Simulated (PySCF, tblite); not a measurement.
# C16H10: electronic excitations, NMR shifts

Wanted: electronic excitations, NMR shifts for C16H10 (`C1=C2C(=Cc3ccccc32)c2ccccc21`).

Computed with tblite 0.8.0 and PySCF 2.14.0 and routines of our own; the level stands in each step. Atoms count from 0.

## 1. The starting structure

26 atoms, charge 0, multiplicity 1; geometry from: force field, distance geometry or constructed start.

## 2. Geometry optimisation with GFN2-xTB

Job settings and geometry (Å):

```
{"job": {"kind": "relax", "xc": "GFN2-xTB", "basis": "xTB"}, "charge": 0, "multiplicity": 1}
C      0.428500    -1.645400    -0.213500
C     -0.390800    -0.600200     0.007600
C      0.392800     0.600500     0.248100
C     -0.424400     1.648000     0.467300
C     -1.801300     1.116300     0.393200
C     -3.002600     1.788400     0.544800
C     -4.185100     1.058200     0.415100
C     -4.157100    -0.320900     0.137800
C     -2.947100    -1.005200    -0.023500
C     -1.791300    -0.271000     0.108000
C      1.786400     0.269000     0.153100
C      2.947300     1.001100     0.284800
C      4.157200     0.324400     0.130300
C      4.187500    -1.057000    -0.159400
C      2.997000    -1.783900    -0.285700
C      1.798400    -1.116900    -0.121900
H      0.159900    -2.664300    -0.415100
H     -0.160600     2.662700     0.676600
H     -3.026100     2.852800     0.767200
H     -5.139600     1.560700     0.540200
H     -5.100600    -0.863000     0.043200
H     -2.927400    -2.063100    -0.240400
H      2.929900     2.069200     0.508400
H      5.094200     0.862400     0.218500
H      5.142800    -1.557200    -0.275000
H      3.019400    -2.852000    -0.500600
```

Started as:

```
$ OMP_NUM_THREADS=1 python large_run.py task.json out
```

One launch serves the whole session: the jobs run in the order shown.

Output:

```text
step      E/eV     max force
  0   -1069.82515    0.963
  1   -1069.88351    0.665
  2   -1069.90527    0.325
  3   -1069.91678    0.235
  4   -1069.92257    0.184
  5   -1069.92810    0.164
  6   -1069.93169    0.114
  7   -1069.93432    0.096
  8   -1069.93619    0.083
  9   -1069.93722    0.062
 10   -1069.93764    0.037
 11   -1069.93783    0.029
 12   -1069.93796    0.022
 13   -1069.93806    0.016
```

It took 0.18 s on 1 thread of Arm Neoverse V1, shared host.

The steps of the relaxation:

| step | energy from step 0 (eV) | largest force (eV/Å) |
| --- | --- | --- |
| 0 | 0.0000 | 0.9629 |
| 1 | -0.0584 | 0.6654 |
| 2 | -0.0801 | 0.3250 |
| 3 | -0.0916 | 0.2346 |
| 4 | -0.0974 | 0.1838 |
| 5 | -0.1030 | 0.1632 |
| 6 | -0.1065 | 0.1147 |
| 7 | -0.1092 | 0.0962 |
| 8 | -0.1110 | 0.0822 |
| 9 | -0.1121 | 0.0622 |
| 10 | -0.1125 | 0.0368 |
| 11 | -0.1127 | 0.0291 |
| 12 | -0.1128 | 0.0220 |
| 13 | -0.1129 | 0.0162 |

Close pairs (by a distance rule), those that changed most:

| bond | before (Å) | after (Å) | change (Å) |
| --- | --- | --- | --- |
| C12–C13 | 1.412 | 1.383 | -0.029 |
| C6–C7 | 1.407 | 1.383 | -0.024 |
| C3–C4 | 1.478 | 1.460 | -0.018 |
| C2–C10 | 1.436 | 1.449 | +0.014 |
| C1–C2 | 1.454 | 1.467 | +0.013 |
| C7–H20 | 1.092 | 1.080 | -0.012 |
| C11–H22 | 1.091 | 1.080 | -0.011 |
| C0–C15 | 1.471 | 1.460 | -0.011 |

The next job starts from the end point, and lists it.

## 3. Electronic excitations: TDA CAM-B3LYP/def2-SVP

Job settings and geometry (Å):

```
{"job": {"kind": "uv", "basis": "def2-SVP", "grid": 1, "kgrid": 0, "vcut": 1.5, "nstates": 6, "ntriplets": 2, "tda": true, "delta": ["ip_vertical"], "pop": true, "xc": "CAM-B3LYP"}, "charge": 0, "multiplicity": 1}
C      0.451431    -1.646500    -0.213233
C     -0.386456    -0.611543     0.011695
C      0.385440     0.612981     0.248468
C     -0.452309     1.647934     0.473759
C     -1.819939     1.142256     0.393945
C     -3.026404     1.792116     0.548337
C     -4.200898     1.053968     0.418396
C     -4.164686    -0.300268     0.141234
C     -2.952100    -0.968871    -0.016812
C     -1.786245    -0.249113     0.109295
C      1.785177     0.250471     0.151738
C      2.951074     0.969856     0.279518
C      4.163693     0.301177     0.121893
C      4.199899    -1.052955    -0.155744
C      3.025362    -1.791044    -0.285977
C      1.818928    -1.140826    -0.133020
H      0.203658    -2.673486    -0.417980
H     -0.204322     2.674762     0.678928
H     -3.062939     2.850107     0.765536
H     -5.153937     1.548251     0.536443
H     -5.089015    -0.850793     0.045420
H     -2.929960    -2.026664    -0.232769
H      2.928788     2.027363     0.497236
H      5.088100     0.851386     0.218312
H      5.152788    -1.547618    -0.273698
H      3.062245    -2.849379    -0.501843
```

Method: TDA CAM-B3LYP/def2-SVP, vertical, gas phase, core orbitals frozen in the response, virtual orbitals cut by energy.

Output:

```text
start: PBE on a coarse grid of 22480 points
cycle   1  E = -614.2328353902  dE =  2.634e+00  |g| = 6.257e-01  |ddm| = 7.641e+00
cycle   2  E = -614.1637498767  dE =  6.909e-02  |g| = 8.126e-01  |ddm| = 2.256e+00
cycle   3  E = -614.3491003666  dE = -1.854e-01  |g| = 1.579e-01  |ddm| = 1.493e+00
cycle   4  E = -614.3547542797  dE = -5.654e-03  |g| = 6.790e-02  |ddm| = 2.853e-01
cycle   5  E = -614.3559053981  dE = -1.151e-03  |g| = 2.242e-02  |ddm| = 1.174e-01
cycle   6  E = -614.3560197586  dE = -1.144e-04  |g| = 9.115e-03  |ddm| = 4.149e-02
final grid: 99072 points
cycle   7  E = -614.9003639998  dE = -1.128e-02  |g| = 3.144e-02  |ddm| = 7.657e-01
cycle   8  E = -614.9008920375  dE = -5.280e-04  |g| = 2.112e-02  |ddm| = 1.279e-01
cycle   9  E = -614.9010158187  dE = -1.238e-04  |g| = 1.100e-02  |ddm| = 4.462e-02
cycle  10  E = -614.9010609230  dE = -4.510e-05  |g| = 4.099e-03  |ddm| = 2.219e-02
cycle  11  E = -614.9010661551  dE = -5.232e-06  |g| = 1.040e-03  |ddm| = 8.028e-03
cycle  12  E = -614.9010687137  dE = -2.559e-06  |g| = 7.986e-04  |ddm| = 3.407e-03
cycle  13  E = -614.9010697243  dE = -1.011e-06  |g| = 2.368e-04  |ddm| = 2.326e-03
cycle  14  E = -614.9010695008  dE =  2.235e-07  |g| = 1.089e-04  |ddm| = 9.967e-04
cycle  15  E = -614.9010691258  dE =  3.750e-07  |g| = 5.174e-05  |ddm| = 5.359e-04
converged SCF energy = -614.9010691258
Vertical ionisation energy (delta-SCF) = 7.4196 eV   <S^2> = 0.769

Static polarisability (au): isotropic 183.548, principal 66.096 165.233 319.314

Singlet excitations
state   eV       nm        f      main configurations
  1   2.6333    470.8   0.00000   H->L 0.98
  2   3.6463    340.0   0.29872   H-1->L 0.83, H->L+1 0.13
  3   4.7093    263.3   0.00000   H-2->L 0.67, H->L+2 0.19
  4   4.8379    256.3   0.13243   H-3->L 0.69, H->L+1 0.17
  5   5.4139    229.0   2.06462   H->L+1 0.59, H-3->L 0.20, H-1->L 0.13
  6   5.5523    223.3   0.00000   H-1->L+1 0.82, H-2->L 0.09

Triplet excitations (Tamm-Dancoff, eV): 1.8857 2.1663
```

It took 54 s on 1 thread of Arm Neoverse V1, shared host; peak memory 0.65 GiB.

The orbitals next to the gap, with their largest atomic shares:

| orbital | eV | atoms |
| --- | --- | --- |
| HOMO−4 | -9.76 | C0 16 %, C3 16 %, C15 8 % |
| HOMO−3 | -8.87 | C6 16 %, C13 16 %, C9 14 % |
| HOMO−2 | -8.82 | C8 15 %, C11 15 %, C14 15 % |
| HOMO−1 | -7.34 | C3 13 %, C0 13 %, C14 11 % |
| HOMO | -6.92 | C4 9 %, C15 9 %, C9 9 % |
| LUMO | -1.43 | C3 18 %, C0 18 %, C1 8 % |
| LUMO+1 | 0.47 | C11 14 %, C8 14 %, C14 12 % |
| LUMO+2 | 1.49 | C8 14 %, C11 14 %, C5 13 % |
| LUMO+3 | 1.80 | C7 15 %, C12 15 %, C4 12 % |

With each of the 6 states as a Gaussian band of 0.4 eV half-width at 1/e, the curve within the window shown has maxima at 340 nm (ε 12,000), 229 nm (ε 84,000) L/(mol cm). Beyond the last state computed it falls off for lack of states. The curve at chosen wavelengths:

```
 nm  ε (L/mol/cm)
212         25157
228         83754
244         46069
260         11548
276          3126
291          1824
307          4681
323          9572
339         12084
355         10462
371          6811
387          3579
403          1603
418           677
434           248
450            85
466            28
482             9
498             3
514             1
530             0
545             0
561             0
577             0
593             0
609             0
```

Ground-state properties from the same run:

| property | computed |
| --- | --- |
| dipole moment (D) | 0.00 |
| polarisability (Å³) | 27.20 |
| HOMO–LUMO gap (eV) | 5.49 |
| −ε(HOMO) (eV) | 6.92 |

## 4. NMR shifts: GIAO PBE0/pcSseg-1

Settings changed since step 3:

```diff
@@ -1,2 +1,2 @@
-{"job": {"kind": "uv", "basis": "def2-SVP", "grid": 1, "kgrid": 0, "vcut": 1.5, "nstates": 6, "ntriplets": 2, "tda": true, "delta": ["ip_vertical"], "pop": true, "xc": "CAM-B3LYP"}, "charge": 0, "multiplicity": 1}
+{"job": {"kind": "nmr", "xc": "PBE0", "basis": "pcSseg-1", "pop": false}, "charge": 0, "multiplicity": 1}
 C      0.451431    -1.646500    -0.213233
```

Method: GIAO PBE0/pcSseg-1 NMR shielding, non-relativistic, gas phase.

Output:

```text
start: PBE on a coarse grid of 22480 points
cycle   1  E = -614.5861834650  dE =  2.779e+00  |g| = 6.744e-01  |ddm| = 6.189e+00
cycle   2  E = -614.4993715603  dE =  8.681e-02  |g| = 8.880e-01  |ddm| = 2.279e+00
cycle   3  E = -614.7134890741  dE = -2.141e-01  |g| = 1.636e-01  |ddm| = 1.499e+00
cycle   4  E = -614.7194997275  dE = -6.011e-03  |g| = 6.549e-02  |ddm| = 2.438e-01
cycle   5  E = -614.7205459579  dE = -1.046e-03  |g| = 2.111e-02  |ddm| = 9.583e-02
cycle   6  E = -614.7206453061  dE = -9.935e-05  |g| = 8.651e-03  |ddm| = 3.215e-02
final grid: 210978 points
cycle   7  E = -614.8948478789  dE = -9.070e-03  |g| = 4.187e-02  |ddm| = 6.744e-01
cycle   8  E = -614.8948517462  dE = -3.867e-06  |g| = 4.157e-02  |ddm| = 9.154e-02
cycle   9  E = -614.8952752137  dE = -4.235e-04  |g| = 1.314e-02  |ddm| = 6.223e-02
cycle  10  E = -614.8953239309  dE = -4.872e-05  |g| = 3.867e-03  |ddm| = 1.873e-02
cycle  11  E = -614.8953278334  dE = -3.902e-06  |g| = 1.297e-03  |ddm| = 6.688e-03
cycle  12  E = -614.8953253154  dE =  2.518e-06  |g| = 6.041e-04  |ddm| = 1.928e-03
cycle  13  E = -614.8953268913  dE = -1.576e-06  |g| = 1.674e-04  |ddm| = 9.074e-04
cycle  14  E = -614.8953283173  dE = -1.426e-06  |g| = 5.474e-05  |ddm| = 3.304e-04
converged SCF energy = -614.8953283173

GIAO shielding tensors (ppm)
atom      isotropic    diamagn.    paramagn.     s11        s22        s33       span
  0 C       51.203     250.166    -198.963    -29.019     42.832    139.796    168.815
  1 C       30.256     252.298    -222.042    -43.054     34.421     99.399    142.453
  2 C       30.254     252.397    -222.143    -43.067     34.422     99.407    142.474
  3 C       51.204     250.179    -198.975    -29.027     42.842    139.798    168.824
  4 C       30.569     259.876    -229.307    -47.431     14.752    124.387    171.817
  5 C       57.847     244.897    -187.050    -37.047     41.033    169.556    206.603
  6 C       53.310     253.673    -200.363    -53.297     40.282    172.945    226.241
  7 C       53.669     254.316    -200.646    -53.066     41.365    172.710    225.776
  8 C       58.854     245.236    -186.382    -38.064     39.967    174.658    212.722
  9 C       45.244     253.149    -207.905    -45.858     27.111    154.479    200.337
 10 C       45.258     253.142    -207.884    -45.847     27.127    154.494    200.341
 11 C       58.856     245.178    -186.321    -38.045     39.961    174.653    212.698
 12 C       53.683     254.288    -200.606    -53.032     41.363    172.718    225.749
 13 C       53.292     253.673    -200.381    -53.334     40.280    172.929    226.263
 14 C       57.835     244.935    -187.100    -37.075     41.045    169.535    206.610
 15 C       30.591     259.803    -229.212    -47.387     14.753    124.407    171.794
 16 H       25.375      34.845      -9.470     24.222     24.274     27.630      3.408
 17 H       25.375      34.854      -9.479     24.220     24.275     27.631      3.411
 18 H       24.795      31.031      -6.236     22.305     24.474     27.606      5.301
 19 H       24.797      26.930      -2.133     22.503     25.041     26.847      4.344
 20 H       24.823      27.708      -2.885     22.521     24.981     26.968      4.447
 21 H       24.602      32.851      -8.249     21.753     24.005     28.049      6.296
 22 H       24.602      32.805      -8.203     21.751     24.006     28.048      6.296
 23 H       24.824      27.669      -2.844     22.523     24.983     26.968      4.445
 24 H       24.797      26.969      -2.172     22.504     25.040     26.847      4.343
 25 H       24.794      31.071      -6.277     22.305     24.474     27.603      5.298
```

It took 38 s on 1 thread of Arm Neoverse V1, shared host; peak memory 0.73 GiB.

The references, computed at this level on geometries of the same kind, shield at (ppm): ¹H TMS 31.72, ¹³C TMS 186.9. Their shielding less the atom's gives the shift. The references are single molecules in the gas phase. Atoms listed in one row are averaged.

| atoms | environment | σ (ppm) | δ (ppm) | δ scaled to CDCl3 |
| --- | --- | --- | --- | --- |
| C1, C2 | fully substituted alkene carbon | 30.3 | 156.7 | 151.0 |
| C4, C15 | substituted aromatic carbon | 30.6 | 156.3 | 150.7 |
| C9, C10 | substituted aromatic carbon | 45.3 | 141.7 | 136.4 |
| C0, C3 | alkene CH | 51.2 | 135.7 | 130.5 |
| C6, C13 | aromatic CH | 53.3 | 133.6 | 128.5 |
| C7, C12 | aromatic CH | 53.7 | 133.2 | 128.1 |
| C5, C14 | aromatic CH | 57.8 | 129.1 | 124.1 |
| C8, C11 | aromatic CH | 58.9 | 128.1 | 123.1 |
| H21, H22 | hydrogen on an aromatic CH | 24.60 | 7.11 | 6.81 |
| H18, H25 | hydrogen on an aromatic CH | 24.79 | 6.92 | 6.63 |
| H19, H24 | hydrogen on an aromatic CH | 24.80 | 6.92 | 6.63 |
| H20, H23 | hydrogen on an aromatic CH | 24.82 | 6.89 | 6.60 |
| H16, H17 | hydrogen on an alkene CH | 25.38 | 6.34 | 6.08 |

The scaled column applies a straight-line fit of computed shieldings to shifts measured in CDCl3 (root-mean-square error 0.16 ppm for H, 1.9 ppm for C).

Ring of atoms C0, C1, C2, C10, C15: NICS(0) 12.8, NICS(1) 6.2, NICS(1)zz 27.5 ppm (means of both faces).

Ring of atoms C4, C5, C6, C7, C8, C9: NICS(0) -2.6, NICS(1) -6.2, NICS(1)zz -12.8 ppm (means of both faces).

## 5. Summary of results

| quantity | value |
| --- | --- |
| lowest singlet (CAM-B3LYP/def2-SVP) | 2.63 eV (471 nm), f = 0.000 |
| brightest single state of those computed | state 5, 5.41 eV, f = 2.065 |
| lowest triplet | 1.89 eV |
| ¹³C shifts against TMS (PBE0/pcSseg-1, means over atoms taken as alike) | 156.7, 156.3, 141.7, 135.7, 133.6, 133.2, 129.1, 128.1 ppm |
| ¹H shifts against TMS (PBE0/pcSseg-1, means over atoms taken as alike) | 7.11, 6.92, 6.92, 6.89, 6.34 ppm |

The lowest singlet, at 2.63 eV, is HOMO→LUMO 0.98 and is dark; of the 6 states computed, the strongest absorption comes from state 5 at 5.41 eV. The lowest triplet lies 0.75 eV below the lowest singlet. NICS(1)zz of 27 ppm above the planar ring from C0 marks a paratropic (antiaromatic) ring current.
